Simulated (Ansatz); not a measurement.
**C4H4F4: basis-set convergence**

One table from this session's results is given with a row withheld; the runs are named, their logs left out.

The runs use Ansatz 0.2.0, Gaussian basis; one geometry, several basis sets.

Plan: PBE0-D4/def2-SVP; ωB97M-V/def2-SVP; PBE0-D4/def2-QZVPP; ωB97M-V/def2-QZVPP; the functionals' def2-TZVPP values are taken from earlier runs.

## The geometry

The geometry comes from an earlier relaxation with PBE0-D4 in a triple-zeta def2 set; it is a stationary point, not always the lowest conformer.

SMILES `F[C@H]1[C@H](F)[C@@H](F)[C@@H]1F`, 12 atoms, charge 0, spin multiplicity 1.

Atoms are counted from 1 here; the program's logs count them from 0.

Bond lengths: F1–C2 1.362 Å, C2–C3 1.526 Å, C2–C7 1.526 Å, C2–H9 1.094 Å, C3–F4 1.362 Å, C3–C5 1.526 Å, C3–H10 1.094 Å, C5–F6 1.362 Å, C5–C7 1.526 Å, C5–H11 1.094 Å, C7–F8 1.362 Å, C7–H12 1.094 Å. Angles: F1–C2–C3 117.6°, F1–C2–C7 117.6°, F1–C2–H9 109.6°, C3–C2–C7 87.8°, C3–C2–H9 111.4°, C7–C2–H9 111.4°, C2–C3–F4 117.6°, C2–C3–C5 87.8°, C2–C3–H10 111.4°, F4–C3–C5 117.6°, F4–C3–H10 109.6°, C5–C3–H10 111.4°, C3–C5–F6 117.6°, C3–C5–C7 87.8°, C3–C5–H11 111.4°, F6–C5–C7 117.6°, F6–C5–H11 109.6°, C7–C5–H11 111.4° and more.

The first run:

Contents of in.yaml:

```yaml
crystal:
  periodic: [false, false, false]
  atoms:
    - {symbol: F, position_ang: [0.191339, 0.165740, -2.252354]}
    - {symbol: C, position_ang: [0.256716, -0.327451, -0.984464]}
    - {symbol: C, position_ang: [-1.015196, -0.281608, -0.142832]}
    - {symbol: F, position_ang: [-1.770643, -1.413196, -0.080698]}
    - {symbol: C, position_ang: [-0.136483, 0.047342, 1.060441]}
    - {symbol: F, position_ang: [-0.620329, 0.939432, 1.968808]}
    - {symbol: C, position_ang: [0.920630, 0.543264, 0.078209]}
    - {symbol: F, position_ang: [2.225332, 0.289539, 0.375577]}
    - {symbol: H, position_ang: [0.687243, -1.332670, -1.003737]}
    - {symbol: H, position_ang: [-1.647499, 0.566696, -0.419880]}
    - {symbol: H, position_ang: [0.191192, -0.859833, 1.576047]}
    - {symbol: H, position_ang: [0.794700, 1.607344, -0.141019]}
basis:
  gaussian: {orbitals: def2-SVP}
hamiltonian: {xc: pbe0, dispersion: d4}
output: {orbitals: {seedname: orbitals}}
```

Started as:

```sh
$ ansatz run in.yaml --threads 4 --pin off --events-out ev --progress --plain --max-ram 11315MiB
```

Steps of the session up to this table: PBE0-D4 in def2-SVP; ωB97M-V in def2-SVP; PBE0-D4 in def2-QZVPP; ωB97M-V in def2-QZVPP.

One table of the session follows, with a row left open; its other results are not shown here.

It belongs to the step «Functionals by basis». 

```
functional       basis  HOMO (eV)  LUMO (eV)
   PBE0-D4    def2-SVP      -9.03       0.78
   PBE0-D4  def2-TZVPP      -9.21       0.44
   PBE0-D4  def2-QZVPP      -9.27       0.27
   ωB97M-V    def2-SVP          ?          ?
   ωB97M-V  def2-TZVPP     -11.58       2.34
   ωB97M-V  def2-QZVPP     -11.64       1.79
```

Estimate the missing values for ωB97M-V, def2-SVP.

The run gave: HOMO (eV): -11.37; LUMO (eV): 2.78. In the column «HOMO (eV)» it lies between ωB97M-V, def2-TZVPP (-11.58) and PBE0-D4, def2-QZVPP (-9.27).
